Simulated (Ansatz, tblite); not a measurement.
**Al7N7 wurtzite off sphere (Al7N7H20): which spin state is lowest**

Is the singlet the ground state of Al7N7 wurtzite off sphere (Al7N7H20)? Other spin states are computed and compared level by level.

Method: as each input shows; program: Ansatz 0.2.0, Gaussian basis.

Levels to be run: triplet, at the geometry of the singlet (GFN1-xTB, GFN2-xTB, PBE0-D4/def2-TZVP, PBE-D4/def2-TZVP); the singlet's energies come from earlier runs.

## (1) The relaxed structure

The geometry is that of the singlet, from an earlier relaxation (PBE-D4/def2-SVP).

34 atoms, charge 0, spin multiplicity 1.

Bond lengths: Al1–N2 1.985 Å, Al1–N3 1.973 Å, Al1–H15 1.608 Å, Al1–H16 1.608 Å, N2–Al5 1.968 Å, N2–H17 1.033 Å, N2–H18 1.033 Å, N3–Al4 1.921 Å, N3–Al9 1.921 Å, N3–H19 1.036 Å, Al4–N6 1.916 Å, Al4–N7 1.974 Å, Al4–H20 1.597 Å, Al5–N6 1.917 Å, Al5–N10 1.917 Å, Al5–H21 1.597 Å, N6–Al8 1.974 Å, N6–H22 1.036 Å and more. Angles: N2–Al1–N3 100.5°, N2–Al1–H15 107.0°, N2–Al1–H16 106.9°, N3–Al1–H15 109.4°, N3–Al1–H16 109.4°, H15–Al1–H16 121.7°, Al1–N2–Al5 117.6°, Al1–N2–H17 108.8°, Al1–N2–H18 108.8°, Al5–N2–H17 108.5°, Al5–N2–H18 108.6°, H17–N2–H18 103.6°, Al1–N3–Al4 110.0°, Al1–N3–Al9 110.0°, Al1–N3–H19 102.7°, Al4–N3–Al9 116.6°, Al4–N3–H19 108.3°, Al9–N3–H19 108.3° and more.

## (2) Triplet at the fixed geometry, GFN1-xTB

Tight binding, by tblite at 300 K electronic temperature and without a spin-polarisation term:

```python
tblite.interface.Calculator('GFN1-xTB', numbers, positions, charge=0, uhf=2).singlepoint()
```

Energy -1152.3698 eV; 0.13 s.

## (3) Triplet at the fixed geometry, GFN2-xTB

Tight binding, by tblite at 300 K electronic temperature and without a spin-polarisation term:

```python
tblite.interface.Calculator('GFN2-xTB', numbers, positions, charge=0, uhf=2).singlepoint()
```

Energy -1048.2635 eV; 0.14 s.

## (4) Triplet at the fixed geometry, PBE0-D4/def2-TZVP

in.yaml

```yaml
crystal:
  periodic: [false, false, false]
  atoms:
    - {symbol: Al, position_ang: [-0.003092, -3.194322, -1.071773]}
    - {symbol: N, position_ang: [-0.008692, -3.062678, 0.908367]}
    - {symbol: N, position_ang: [-0.001506, -1.281807, -1.558042]}
    - {symbol: Al, position_ang: [-1.634715, -0.453082, -0.976787]}
    - {symbol: Al, position_ang: [-0.003024, -1.262786, 1.703566]}
    - {symbol: N, position_ang: [-1.506357, -0.356683, 0.932319]}
    - {symbol: N, position_ang: [-1.512781, 1.423514, -1.576374]}
    - {symbol: Al, position_ang: [-1.653195, 1.489809, 1.614194]}
    - {symbol: Al, position_ang: [1.634302, -0.458658, -0.976193]}
    - {symbol: N, position_ang: [1.504360, -0.362936, 0.932857]}
    - {symbol: N, position_ang: [1.518516, 1.418541, -1.575541]}
    - {symbol: Al, position_ang: [0.004533, 2.482507, -0.951635]}
    - {symbol: Al, position_ang: [1.657722, 1.483078, 1.614972]}
    - {symbol: N, position_ang: [0.003999, 2.278384, 0.933474]}
    - {symbol: H, position_ang: [-1.405290, -3.853113, -1.502067]}
    - {symbol: H, position_ang: [1.402618, -3.852267, -1.491950]}
    - {symbol: H, position_ang: [-0.823922, -3.580716, 1.273832]}
    - {symbol: H, position_ang: [0.799640, -3.588279, 1.278313]}
    - {symbol: H, position_ang: [-0.001705, -1.310528, -2.593508]}
    - {symbol: H, position_ang: [-2.983425, -1.086865, -1.551662]}
    - {symbol: H, position_ang: [-0.003189, -1.422344, 3.292467]}
    - {symbol: H, position_ang: [-2.362730, -0.802511, 1.307454]}
    - {symbol: H, position_ang: [-1.647629, 1.488494, -2.597171]}
    - {symbol: H, position_ang: [-2.352423, 1.877782, -1.165041]}
    - {symbol: H, position_ang: [-2.886572, 2.179883, 0.792772]}
    - {symbol: H, position_ang: [-1.718435, 1.502780, 3.215503]}
    - {symbol: H, position_ang: [2.981653, -1.095317, -1.550895]}
    - {symbol: H, position_ang: [2.358779, -0.811969, 1.308633]}
    - {symbol: H, position_ang: [1.654129, 1.482890, -2.596278]}
    - {symbol: H, position_ang: [2.359544, 1.869917, -1.163874]}
    - {symbol: H, position_ang: [0.006930, 3.961689, -1.555719]}
    - {symbol: H, position_ang: [1.721780, 1.495607, 3.216331]}
    - {symbol: H, position_ang: [2.894283, 2.168376, 0.794392]}
    - {symbol: H, position_ang: [0.005873, 3.233600, 1.335075]}
basis:
  gaussian: {orbitals: def2-TZVP, fitting: {mean_field: def2-universal-jkfit}}
magnetization: {spin_polarized: true, initial_magnetization: 2}
hamiltonian: {xc: pbe0, dispersion: d4}
scf: {omitted_lower_state_checks: [starts]}
output: {orbitals: {seedname: orbitals}}
```

The run is started by

```
$ ansatz run in.yaml --threads 2 --pin off --events-out ev --progress --plain --max-ram 32768MiB --backend cuda --devices 0, --max-vram 18GiB
```

Log:

```text
Functional definition: PBE0
  name "PBE0"
  cite "Adamo & Barone, J. Chem. Phys. 110, 6158 (1999) doi:10.1063/1.478522"
  cite "Perdew, Burke & Ernzerhof, Phys. Rev. Lett. 77, 3865 (1996) doi:10.1103/PhysRevLett.77.3865"
  parent pbe
  parameter a = 0.25
  parameter kappa = 0.804
  parameter beta = 0.06672455060314922
  exchange = (1 - a)*pbe_x(kappa = kappa, mu = beta*pi^2/3) + a*exact_x
  correlation = pbe_c(beta = beta)
these checks for a lower state are left out or cut short: starts
1795 factors; integrals over basis functions are off by at most 6.5e-1 eV
mean field evaluation 1: about -56875.2342 eV, gradient 1.1e2 eV
mean field evaluation 2: about -56741.1252 eV, gradient 1.9e2 eV
mean field evaluation 4: about -56907.1940 eV, gradient 3.6e1 eV
mean field evaluation 8: about -56917.4394 eV, gradient 3.8e0 eV
mean field evaluation 16: about -56917.6835 eV, gradient 1.6e0 eV
mean field -56917.97322769 eV, -2091.6969357298 hartree, gradient 1.6e-5 eV, S^2 2.009098; 0 other end points of the search recorded, 0 dependent functions left out
reference -56917.97329681 eV, -2091.6969382698 hartree; 81, 79 occupied and 515, 517 virtual orbitals, 1795 factors
Total energy: -56919.49306371 eV, -2091.7527886731 hartree
Checks for a lower state left out: starts
```

Run time: 12 s. Hardware: 1 × H100 (card shared with other runs) with 2 threads of AMD EPYC 7R13, shared host; peak host memory 1.2 GiB.

Report: HOMO -1.96 eV, LUMO -6.58 eV (over both spins; with the spin held, an empty level of the minority spin lies below the top filled one); ⟨S²⟩ 2.009 (pure: 2.00).

## (5) Triplet at the fixed geometry, PBE-D4/def2-TZVP

start.molden holds the orbitals of an earlier run on this state, given as this run's starting guess.

Changes to in.yaml since step 4:

```diff
@@ -38,5 +38,5 @@
 basis:
-  gaussian: {orbitals: def2-TZVP, fitting: {mean_field: def2-universal-jkfit}}
+  gaussian: {orbitals: def2-TZVP, fitting: {mean_field: def2-universal-jkfit}, initial_orbitals: start.molden}
 magnetization: {spin_polarized: true, initial_magnetization: 2}
-hamiltonian: {xc: pbe0, dispersion: d4}
+hamiltonian: {xc: pbe, dispersion: d4}
 scf: {omitted_lower_state_checks: [starts]}
```

The command is unchanged.

Log:

```text
Functional definition: PBE
  name "PBE"
  cite "Perdew, Burke & Ernzerhof, Phys. Rev. Lett. 77, 3865 (1996) doi:10.1103/PhysRevLett.77.3865"
  parent pbe
  parameter kappa = 0.804
  parameter beta = 0.06672455060314922
  exchange = pbe_x(kappa = kappa, mu = beta*pi^2/3)
  correlation = pbe_c(beta = beta)
these checks for a lower state are left out or cut short: starts
1795 factors; integrals over basis functions are off by at most 6.5e-1 eV
mean field evaluation 1: about -56912.3238 eV, gradient 1.4e1 eV
mean field evaluation 2: about -56912.7522 eV, gradient 7.5e-1 eV
mean field evaluation 4: about -56912.8907 eV, gradient 3.5e-1 eV
mean field evaluation 8: about -56912.9391 eV, gradient 2.4e-1 eV
mean field evaluation 16: about -56912.9570 eV, gradient 4.7e-5 eV
mean field -56912.95700859 eV, -2091.5125930779 hartree, gradient 2.6e-6 eV, S^2 2.001666; 0 other end points of the search recorded, 0 dependent functions left out
reference -56912.95710391 eV, -2091.5125965809 hartree; 81, 79 occupied and 515, 517 virtual orbitals, 1795 factors
Total energy: -56914.68014271 eV, -2091.5759170887 hartree
Checks for a lower state left out: starts
```

Run time: 12 s. Hardware: 1 × H100 (card shared with other runs) with 2 threads of AMD EPYC 7R13, shared host; peak host memory 1.2 GiB.

HOMO -1.42 eV, LUMO -6.85 eV (over both spins; with the spin held, an empty level of the minority spin lies below the top filled one); ⟨S²⟩ 2.002 (pure: 2.00).

## (6) Triplet less singlet, vertical

The singlet's energies are those of its earlier runs, whose logs aren't repeated here.

```
            level  triplet less singlet, vertical (kcal/mol)    time
         GFN1-xTB                                     +123.2  0.21 s
         GFN2-xTB                                     +122.0  0.21 s
 PBE-D4/def2-TZVP                                     +122.6    19 s
PBE0-D4/def2-TZVP                                     +141.3    18 s
```

Times add the two runs; a level without a time comes out of a correlated run. Tight binding without a spin term can't rank spin states.

## (7) Summary of results

```
                                                quantity                                         value
triplet less singlet, vertical, functionals in def2-TZVP  +122.6 (PBE-D4) to +141.3 kcal/mol (PBE0-D4)
```

What this shows: All functionals put the triplet above the singlet, over a spread of 18.7 kcal/mol. The checks for a lower triplet were left out, so another state of that spin may lie lower. These are electronic energies, without zero-point motion, entropy or surroundings.
